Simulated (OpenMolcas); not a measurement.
# W²⁺ among point charges: CASSCF levels and susceptibility

Aim: the splitting of the states of W²⁺ in the field of 4 point charges, its lowest levels with spin-orbit coupling and its magnetic susceptibility.

Method: state-averaged CASSCF, spin-orbit coupling by RASSI with atomic mean-field integrals. Code: OpenMolcas 26.06.

1 further run of the same task is left out (it didn't finish).

## 1. Starting point

```
Species                           : W²⁺ (tungsten, Z = 74, 72 electrons)
Basis                             : ANO-RCC-VDZP [7s6p4d2f1g], 68 functions
Scalar Hamiltonian                : DKH2, point nucleus
Inactive shells                   : 1s 2s 2p 3s 3p 3d 4s 4p 4d 4f 5s 5p
Active space                      : 4 electrons in 5 orbitals (5d)
Some configurations of this space : 5d4
Orbitals                          : optimised for each spin and parity, averaged over all roots
```

The outer shells:

5d4
```
5d [↑ ][↑ ][↑ ][↑ ][  ]
```

The ion sits among 4 point charges of -2.5 e arranged as a square (D4h), 1.87 Å from the ion. The active orbitals were held to one l.

The work runs as a chain of OpenMolcas steps in one folder; each step below is one input file. Labels, J, g values, rates, χT and fits are worked out afterwards by a script from the matrices that RASSI stores. The input lists half of the charges; inversion (Group=XYZ) makes the rest.

## 2. Basis and integrals

a.inp

```
&GATEWAY
Coord
1

W 0.0 0.0 0.0
Basis=ANO-RCC-VDZP
Group=XYZ
NoMove
AngMom=0.0 0.0 0.0
AMFI
XField
2 Angstrom 0
1.870000 0.000000 0.000000 -2.500000
0.000000 1.870000 0.000000 -2.500000
&SEWARD
```

Command:

```sh
OMP_NUM_THREADS=1 MOLCAS_MEM=1689 MOLCAS_PROJECT=a pymolcas a.inp > a.log
```

What it wrote:

```text
Basis set label: W.ANO-RCC...7S6P4D2F1G.

      Electronic valence basis set:
      ------------------
      Associated Effective Charge  74.000000 au
      Associated Actual Charge     74.000000 au
      Nuclear Model: Point charge

      Shell  nPrim  nBasis  Cartesian Spherical Contaminant
         s      24       7        X
         p      21       6        X
         d      15       4                 X
         f      11       2                 X
         g       4       1                 X
                  Relativistic Douglas-Kroll-Hess integrals:
                    - DKH order of Hamiltonian: 2
                    - DKH order of Properties : 0
                  Atomic mean-field integrals
```

## 3. Reference wave functions, quintets of even parity, 5 roots

a.inp

```
&RASSCF
FileOrb=start.orb
Symmetry=1
Spin=5
nActEl=4 0 0
Inactive=15 19
Ras2=5 0
CIRoot=5 5 1
SDav=5
CIMx=300
Iter=120 100
PrWF=0.3
OrbListing=Nothing
MaxOrb=0
SupSym
1
20 4 5 6 7 8 10 11 12 13 14 16 17 18 19 20 23 24 25 26 27
0
>>> COPY $Project.JobIph JOB001
```

start.orb holds the contracted functions of the basis, ordered by shell, or the orbitals of the step before.

What it wrote (excerpt; [...] marks lines left out):

```text
[...]
      Number of active orbitals                  5
[...]
      Spin quantum number                      2.0
[...]
      Active orbitals                            5   0
[...]
      Number of CSFs                             5
      Number of root(s) required                 5
[...]
      Convergence after  8 iterations
[...]
      Natural orbitals and occupation numbers for root  1
      sym 1:   1.000000   0.000000   1.000000   1.000000   1.000000
      Natural orbitals and occupation numbers for root  2
      sym 1:  -0.000000   1.000000   1.000000   1.000000   1.000000
      Natural orbitals and occupation numbers for root  3
      sym 1:   1.000000   1.000000  -0.000000   1.000000   1.000000
::    RASSCF root number  1 Total energy: -16132.60792403
::    RASSCF root number  2 Total energy: -16132.46612017
::    RASSCF root number  3 Total energy: -16132.33758698
::    RASSCF root number  4 Total energy: -16132.31109269
::    RASSCF root number  5 Total energy: -16132.31109269
```

## 4. Reference wave functions, triplets of even parity, 45 roots

a.inp

```
&RASSCF
FileOrb=start.orb
Symmetry=1
Spin=3
nActEl=4 0 0
Inactive=15 19
Ras2=5 0
CIRoot=45 45 1
SDav=45
CIMx=300
Iter=120 100
PrWF=0.3
OrbListing=Nothing
MaxOrb=0
SupSym
1
20 4 5 6 7 8 10 11 12 13 14 16 17 18 19 20 23 24 25 26 27
0
>>> COPY $Project.JobIph JOB002
```

Command:

```sh
OMP_NUM_THREADS=1 MOLCAS_MEM=1689 MOLCAS_PROJECT=a pymolcas a.inp > a.log
```

What it wrote (excerpt; [...] marks lines left out):

```text
[...]
      Number of active orbitals                  5
[...]
      Spin quantum number                      1.0
[...]
      Active orbitals                            5   0
[...]
      Number of CSFs                            45
      Number of root(s) required                45
[...]
      Convergence after  8 iterations
[...]
      Natural orbitals and occupation numbers for root  1
      sym 1:   1.975576   0.022234   1.008546   0.989449   0.004196
      Natural orbitals and occupation numbers for root  2
      sym 1:   1.975576   0.022234   0.989449   1.008546   0.004196
      Natural orbitals and occupation numbers for root  3
      sym 1:   0.998495   0.037022   1.959797   0.998495   0.006191
::    RASSCF root number  1 Total energy: -16132.64378014
::    RASSCF root number  2 Total energy: -16132.64378014
::    RASSCF root number  3 Total energy: -16132.60745225
[...]
::    RASSCF root number 27 Total energy: -16132.26022157
::    RASSCF root number 28 Total energy: -16132.25793852
::    RASSCF root number 29 Total energy: -16132.24458181
::    RASSCF root number 30 Total energy: -16132.24458181
```

## 5. CASSCF: singlets of even parity, 50 roots

a.inp

```
&RASSCF
FileOrb=start.orb
Symmetry=1
Spin=1
nActEl=4 0 0
Inactive=15 19
Ras2=5 0
CIRoot=50 50 1
SDav=50
CIMx=300
Iter=120 100
PrWF=0.3
OrbListing=Nothing
MaxOrb=0
SupSym
1
20 4 5 6 7 8 10 11 12 13 14 16 17 18 19 20 23 24 25 26 27
0
>>> COPY $Project.JobIph JOB003
```

What it wrote (excerpt; [...] marks lines left out):

```text
[...]
      Number of active orbitals                  5
[...]
      Spin quantum number                      0.0
[...]
      Active orbitals                            5   0
[...]
      Number of CSFs                            50
      Number of root(s) required                50
[...]
      Convergence after  8 iterations
[...]
      Natural orbitals and occupation numbers for root  1
      sym 1:   1.974165   0.006139   1.974165   0.032151   0.013381
      Natural orbitals and occupation numbers for root  2
      sym 1:   1.969342   0.003999   1.017188   0.981261   0.028211
      Natural orbitals and occupation numbers for root  3
      sym 1:   1.969342   0.003999   0.981261   1.017188   0.028211
::    RASSCF root number  1 Total energy: -16132.65552091
::    RASSCF root number  2 Total energy: -16132.61948711
::    RASSCF root number  3 Total energy: -16132.61948711
[...]
::    RASSCF root number 27 Total energy: -16132.31631829
::    RASSCF root number 28 Total energy: -16132.30599674
::    RASSCF root number 29 Total energy: -16132.23389841
::    RASSCF root number 30 Total energy: -16132.23280456
```

## 6. RASSI: spin-orbit coupling between the states

a.inp

```
&RASSI
NrOfJobIphs=3 5 45 50
1 2 3 4 5
1 2 3 4 5 6 7 8 9 10 11 12 13 14 15 16 17 18 19 20 21 22 23 24 25 26 27
28 29 30 31 32 33 34 35 36 37 38 39 40 41 42 43 44 45
1 2 3 4 5 6 7 8 9 10 11 12 13 14 15 16 17 18 19 20 21 22 23 24 25 26 27
28 29 30 31 32 33 34 35 36 37 38 39 40 41 42 43 44 45 46 47 48 49 50
IphNames
JOB001
JOB002
JOB003
EJob
SpinOrbit
DIPRint=1.0
SOCoupling=1000.0
Subsets=2
Property=9
'ANGMOM' 1 'ANGMOM' 2 'ANGMOM' 3 'MLTPL  1' 1 'MLTPL  1' 2 'MLTPL  1' 3
'AMFI' 1 'AMFI' 2 'AMFI' 3
SOProperty=3
'ANGMOM' 1 'ANGMOM' 2 'ANGMOM' 3
```

Command:

```sh
OMP_NUM_THREADS=1 MOLCAS_MEM=1689 MOLCAS_PROJECT=a pymolcas a.inp > a.log
```

What it wrote:

```text
SPIN-FREE ENERGIES:
  (Shifted by EMIN (a.u.) =     -16132.6555209109)

 SF State       Relative EMIN(au)   Rel lowest level(eV)    D:o, cm**(-1)      L_eff

    51             0.0000000000        0.0000000000              0.0000         4.2
     6             0.0117407669        0.3194825423           2576.8005         2.7
     7             0.0117407669        0.3194825423           2576.8005         2.7
    52             0.0360338010        0.9805296756           7908.5052         4.6
    53             0.0360338010        0.9805296756           7908.5052         4.6
     1             0.0475968839        1.2951771932          10446.3086         1.9
     8             0.0480686602        1.3080148797          10549.8515         2.9
    54             0.0783384919        2.1316989614          17193.3116         3.6
    55             0.0805447691        2.1917348221          17677.5335         3.8
    10             0.0925870762        2.5194226921          20320.5144         3.9
     9             0.0925870762        2.5194226921          20320.5144         3.9
    56             0.1014386334        2.7602858334          22263.2067         3.3
    11             0.1093348143        2.9751518631          23996.2181         4.5
    12             0.1160410302        3.1576372945          25468.0623         3.7
    13             0.1170516723        3.1851382667          25689.8726         3.8
    14             0.1288941542        3.5073886154          28288.9970         2.8
    57             0.1302056318        3.5430757389          28576.8330         4.2
    58             0.1302056324        3.5430757538          28576.8332         4.2
    59             0.1456661124        3.9637768479          31970.0163         4.7
    15             0.1490722274        4.0564619589          32717.5722         3.2
    16             0.1575674832        4.2876296465          34582.0653         3.3
    17             0.1575674832        4.2876296465          34582.0653         3.3
    60             0.1608230569        4.3762183175          35296.5811         3.8
    61             0.1672725697        4.5517185023          36712.0856         3.5
    62             0.1888014723        5.1375497872          41437.1335         3.5
     2             0.1894007408        5.1538567121          41568.6578         1.9
    63             0.1929777834        5.2511930018          42353.7279         4.0
    64             0.1929777834        5.2511930018          42353.7279         4.0
    18             0.2297005824        6.2504712689          50413.4506         3.9
    19             0.2297005824        6.2504712689          50413.4506         3.9
    20             0.2462214727        6.7000275968          54039.3670         3.7
    21             0.2510194524        6.8305872743          55092.4018         4.6
    22             0.2563052867        6.9744221546          56252.5083         3.7
    23             0.2587113073        7.0398933083          56780.5688         3.7
    65             0.2706614869        7.3650742624          59403.3301         4.2
    66             0.2706614869        7.3650742624          59403.3301         4.2
    24             0.2717798109        7.3955054092          59648.7738         3.6
    25             0.2717798109        7.3955054092          59648.7738         3.6
    26             0.2752694657        7.4904637528          60414.6645         2.9
    67             0.2830724451        7.7027936385          62127.2205         4.2
Eigenvalues of complex Hamiltonian:
   -----------------------------------
  (Shifted by EMIN (a.u.) =     -16132.6555209109)

 SO State       Relative EMIN(au)   Rel lowest level(eV)    D:o, cm**(-1)     J-value

     1            -0.0098273966        0.0000000000              0.0000         3.7
     2             0.0065362853        0.4452784697           3591.4131         2.7
     3             0.0067005165        0.4497474296           3627.4577         2.8
     4             0.0086564918        0.5029722279           4056.7446         3.1
     5             0.0086564918        0.5029722285           4056.7446         3.1
     6             0.0126075863        0.6104869863           4923.9096         2.6
     7             0.0178150738        0.7521899395           6066.8210         3.5
     8             0.0330810878        1.1675993433           9417.3238         4.2
     9             0.0330810877        1.1675993413           9417.3238         4.2
    10             0.0448822450        1.4887251896          12007.3784         2.0
    11             0.0454709535        1.5047447645          12136.5850         1.6
    12             0.0458417874        1.5148356680          12217.9736         2.2
    13             0.0458417874        1.5148356680          12217.9736         2.2
    14             0.0460327911        1.5200331448          12259.8941         2.3
    15             0.0488836982        1.5976102788          12885.5959         2.7
    16             0.0511543074        1.6593967025          13383.9370         3.2
    17             0.0511543075        1.6593967045          13383.9370         3.2
    18             0.0784028498        2.4008673146          19364.3008         3.1
    19             0.0806835958        2.4629295740          19864.8667         3.4
    20             0.0881986931        2.6674257899          21514.2399         3.2
    21             0.0884681538        2.6747581907          21573.3797         3.2
    22             0.0888358353        2.6847633119          21654.0765         3.2
    23             0.0888358353        2.6847633127          21654.0765         3.2
    24             0.0924516339        2.7831542053          22447.6525         3.7
    25             0.0927626118        2.7916163452          22515.9043         3.3
    26             0.1025783350        3.0587157789          24670.2065         3.1
    27             0.1069861020        3.1786572309          25637.5996         4.1
    28             0.1069861020        3.1786572301          25637.5996         4.1
    29             0.1080856721        3.2085780561          25878.9273         4.1
    30             0.1114559761        3.3002887005          26618.6235         3.3
    31             0.1114559760        3.3002886994          26618.6235         3.3
    32             0.1147034262        3.3886563187          27331.3564         3.3
    33             0.1157961398        3.4183905724          27571.1794         3.4
    34             0.1166723978        3.4422347674          27763.4958         2.9
    35             0.1166723978        3.4422347670          27763.4958         2.9
    36             0.1229127001        3.6120420433          29133.0838         2.6
    37             0.1229127003        3.6120420490          29133.0838         2.6
    38             0.1242300888        3.6478900155          29422.2172         2.4
    39             0.1308714749        3.8286113367          30879.8330         3.2
    40             0.1308714750        3.8286113410          30879.8330         3.2
    41             0.1386017890        4.0389639020          32576.4408         4.1
Weights of the five most important spin-orbit-free states for each spin-orbit state.

 SO State  Total energy (au)           Spin-free states, spin, and weights
 -------------------------------------------------------------------------------------------------------
    1        -0.009827      51 0.0  0.6771    7 1.0  0.1482    6 1.0  0.1482    8 1.0  0.0076    1 2.0  0.0065
    2         0.006536       6 1.0  0.4855    7 1.0  0.4855   55 0.0  0.0153    1 2.0  0.0104   15 1.0  0.0013
    3         0.006701       6 1.0  0.4888    7 1.0  0.4888   54 0.0  0.0193   14 1.0  0.0008    2 2.0  0.0007
    4         0.008656       7 1.0  0.8211    6 1.0  0.0978    8 1.0  0.0329   52 0.0  0.0260    1 2.0  0.0173
    5         0.008656       6 1.0  0.8211    7 1.0  0.0978    8 1.0  0.0329   53 0.0  0.0260    1 2.0  0.0173
    6         0.012608       7 1.0  0.4729    6 1.0  0.4729    1 2.0  0.0475    2 2.0  0.0036   13 1.0  0.0006
    7         0.017815      51 0.0  0.3120    7 1.0  0.2960    6 1.0  0.2960    1 2.0  0.0399    8 1.0  0.0380
    8         0.033081      53 0.0  0.8140    8 1.0  0.1213    6 1.0  0.0381   52 0.0  0.0064    1 2.0  0.0050
    9         0.033081      52 0.0  0.8140    8 1.0  0.1213    7 1.0  0.0381   53 0.0  0.0064    1 2.0  0.0050
   10         0.044882       1 2.0  0.7913    8 1.0  0.1512    9 1.0  0.0138   10 1.0  0.0138    6 1.0  0.0081
   11         0.045471       1 2.0  0.9067    6 1.0  0.0251    7 1.0  0.0251    9 1.0  0.0126   10 1.0  0.0126
   12         0.045842       1 2.0  0.9450    6 1.0  0.0098    7 1.0  0.0084   10 1.0  0.0082    8 1.0  0.0070
```

Time for these steps: 28 s (1 thread of Arm Neoverse V1, shared host).

Spin-free states, with their symmetry labels:

```
state  degeneracy  E (cm-1)  free-ion L (%)
  1A1           1         0          I (37)
   3E           2      2577          F (40)
   1E           2      7909          I (39)
  5B1           1     10446         D (100)
  3A2           1     10550          F (52)
  1B2           1     17193          F (33)
  1B1           1     17678          D (29)
   3E           2     20321          H (38)
  1A1           1     22263          D (47)
  3B1           1     23996          H (62)
  3A2           1     25468          H (37)
  3A1           1     25690          G (53)
  3B1           1     28289          D (43)
   1E           2     28577          G (46)
  1B1           1     31970          I (52)
  3B2           1     32718          F (63)
   3E           2     34582          F (42)
  1A2           1     35297          G (46)
  1A1           1     36712          G (44)
  1B2           1     41437          G (68)
  5B2           1     41569         D (100)
   1E           2     42354          G (41)
   3E           2     50413          H (42)
  3A2           1     54039          H (39)
```

With spin-orbit coupling:

| E (cm-1) | Degeneracy | Label | 2S+1 | g |
| --- | --- | --- | --- | --- |
| 0.0 | 1 | A1 | 1 |  |
| 3591 | 1 | B1 | 3 |  |
| 3627 | 1 | B2 | 3 |  |
| 4057 | 2 | E | 3 | 0.00 0.00 1.97 |
| 4924 | 1 | A2 | 3 |  |
| 6067 | 1 | A1 | 3 |  |
| 9417 | 2 | E | 1 | 0.00 0.00 2.15 |
| 12007 | 1 | A1 | 5 |  |
| 12137 | 1 | A2 | 5 |  |
| 12218 | 2 | E | 5 | 0.00 0.00 3.48 |
| 12260 | 1 | B1 | 5 |  |
| 12886 | 1 | A1 | 3 |  |
| 13384 | 2 | E | 3 | 0.00 0.00 3.61 |
| 19364 | 1 | B2 | 1 |  |
| 19865 | 1 | B1 | 1 |  |
| 21514 | 1 | A2 | 3 |  |
| 21573 | 1 | A1 | 3 |  |
| 21654 | 2 | E | 3 | 0.00 0.00 2.18 |
| 22448 | 1 | B2 | 3 |  |
| 22516 | 1 | B1 | 3 |  |
| 24670 | 1 | A1 | 1 |  |
| 25638 | 2 | E | 3 | 0.00 0.00 3.28 |
| 25879 | 1 | B2 | 3 |  |
| 26619 | 2 | E | 3 | 0.00 0.00 1.27 |

The table of states holds 24 of 76 computed; the rest, higher up, is left out. Principal g values are given for doublets only; a zero marks a field direction without first-order Zeeman splitting.

Powder χT (cm³ K/mol): 0.00 at 2 K, 0.00 at 5 K, 0.00 at 10 K, 0.01 at 20 K, 0.02 at 50 K, 0.04 at 100 K, 0.06 at 150 K, 0.08 at 200 K, 0.10 at 250 K, 0.12 at 300 K.

## 7. What came out

| quantity | value |
| --- | --- |
| method | CASSCF |
| spin-free ground state | 1A1, 1-fold in its orbital part |
| first state of the same spin within the active space | 1E at 7910 cm⁻¹ |
| lowest level | 1-fold A1 |
| next level | 3591.4 cm⁻¹ |
| χT at 300 K | 0.12 cm³ K/mol |
| effective moment at 300 K | 0.96 μB |

**Reading.** The spin-free ground state (1A1) comes to 37 % from free-ion I terms and has less than the highest spin computed. The field of point charges can differ much from that of real complexes. With metal d orbitals alone active, the gaps between spin states are rough; where two lie within a few thousand cm-1, their order is open. This is an electrostatic model: the charges have no orbitals.
